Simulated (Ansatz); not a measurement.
# CH6O3Si: the cost of one run

Method: UKS PBE0/STO-3G, in Ansatz 0.2.0.

## (1) The structure to begin with

Bond lengths: O1–Si2 1.649 Å, Si2–C3 1.917 Å, C3–O4 1.444 Å, C3–O5 1.450 Å, O1–H6 1.035 Å, Si2–H7 1.465 Å, Si2–H8 1.467 Å, C3–H9 1.054 Å, O4–H10 0.897 Å, O5–H11 1.014 Å. Angles (14 of 15 angles, heavy atoms first): O1–Si2–C3 110.2°, Si2–C3–O4 118.9°, Si2–C3–O5 116.2°, O4–C3–O5 101.8°, O1–Si2–H7 110.6°, O1–Si2–H8 108.1°, C3–Si2–H7 108.6°, C3–Si2–H8 108.9°, Si2–O1–H6 112.9°, Si2–C3–H9 108.8°, O4–C3–H9 105.8°, O5–C3–H9 103.9°, C3–O4–H10 109.0°, C3–O5–H11 105.2°.

Coordinates:

```xyz
11

O    -1.6760   -0.2995    1.2288
Si   -1.0314   -0.6669   -0.2444
C     0.7197    0.0956   -0.4085
O     0.8724    1.5258   -0.2859
O     1.7196   -0.3904    0.5227
H    -1.8101    0.7169    1.3682
H    -1.8733   -0.1415   -1.3215
H    -0.9255   -2.1264   -0.3450
H     1.1111   -0.1540   -1.3544
H     1.6907    1.7575   -0.5701
H     1.2682   -0.3741    1.4307
```

## (2) Preparing the start

Contents of input.yaml:

```yaml
crystal:
  periodic: [false, false, false]
  atoms:
    - { symbol: O, position_ang: [-1.676, -0.2995, 1.2288] }
    - { symbol: Si, position_ang: [-1.0314, -0.6669, -0.2444] }
    - { symbol: C, position_ang: [0.7197, 0.0956, -0.4085] }
    - { symbol: O, position_ang: [0.8724, 1.5258, -0.2859] }
    - { symbol: O, position_ang: [1.7196, -0.3904, 0.5227] }
    - { symbol: H, position_ang: [-1.8101, 0.7169, 1.3682] }
    - { symbol: H, position_ang: [-1.8733, -0.1415, -1.3215] }
    - { symbol: H, position_ang: [-0.9255, -2.1264, -0.345] }
    - { symbol: H, position_ang: [1.1111, -0.154, -1.3544] }
    - { symbol: H, position_ang: [1.6907, 1.7575, -0.5701] }
    - { symbol: H, position_ang: [1.2682, -0.3741, 1.4307] }
magnetization:
  spin_polarized: true
basis:
  gaussian: { orbitals: STO-3G }
hamiltonian:
  xc: pbe0
relax:
  f_tol: 0.02
  max_steps: 40
```

Run with:

```sh
$ ansatz run input.yaml --threads 1 --pin off --max-ram 2048MiB --backend cpu --events-out ev --progress --plain --runs-dir out
```

What time and memory should one allow on 1 thread of Intel Xeon Platinum 8375C at 2.90GHz (Ice Lake), shared host?

About 81 s, with a peak of 0.17 GiB.
